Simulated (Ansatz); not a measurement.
Predict the output of the script below (Ansatz's Python interface).

`run_xc.py`
```python
"""One structure of Al under several functionals."""

from dataclasses import dataclass

import ansatz as az


@dataclass(frozen=True)
class Settings:
    filling: str = "fermi_dirac"
    tolerance: float = 1e-08
    kmesh: tuple[int, ...] = (7, 7, 4)


cfg = Settings()


def main() -> None:
    al = (
        az.Lattice.from_parameters(2.81245535, 2.81245535, 4.86685, alpha=90, beta=90, gamma=120)
        .space_group(194)
        .atom("Al", (2 / 3, 1 / 3, 0.75))
    )

    calc = (
        al.calculation()
        .occupations(cfg.filling, width=150 * az.meV)
        .pseudopotentials("paw")
        .scf(tolerance=cfg.tolerance)
        .kpoints(*cfg.kmesh, center="monkhorst-pack")
    )

    rows = []
    for value in ["pbesol", "blyp", "lda"]:
        rep = calc.functional(value).run().report
        rows.append((value, rep["free_energy_ev"] / len(rep["lattice"]["sites"]), rep["n_iterations"], rep["n_kpoints"]))

    print("  functional   F/atom (eV)    iterations      k-points")
    for row in rows:
        print(f"{str(row[0]):>12s}  {row[1]:12.5f}  {row[2]:12d}  {row[3]:12d}")


if __name__ == "__main__":
    main()
```

Running `python run_xc.py` prints:
```text
DeckWarning: basis.ecutwfc = 420 eV, auto-derived from the records' recommended cutoffs: set by Al (normal level)
  functional   F/atom (eV)    iterations      k-points
      pbesol    -524.51137             6            16
        blyp    -540.46106             6            16
         lda    -512.83463             6            16
```
(Warnings from the package without file and line.)

Reading the output:
- BLYP can be off by several per cent in the lattices of metals, and by several GPa in the pressure at a fixed cell.
- For a metal this k-point mesh is coarse: on a finer one energies can move by several to tens of meV an atom and pressures by half a GPa or more, differences at one mesh by less.
- A Fermi-Dirac width this large means warm electrons, whose thermal share enters the free energy.
- This isn't the structure that Al takes at ambient conditions.
- Total energies of different functionals can't be compared; pressures, moments and gaps at this one structure can.
- Timing: 2.9 s on 1 thread of Arm Neoverse N1, on a shared host, peak memory 0.39 GiB.
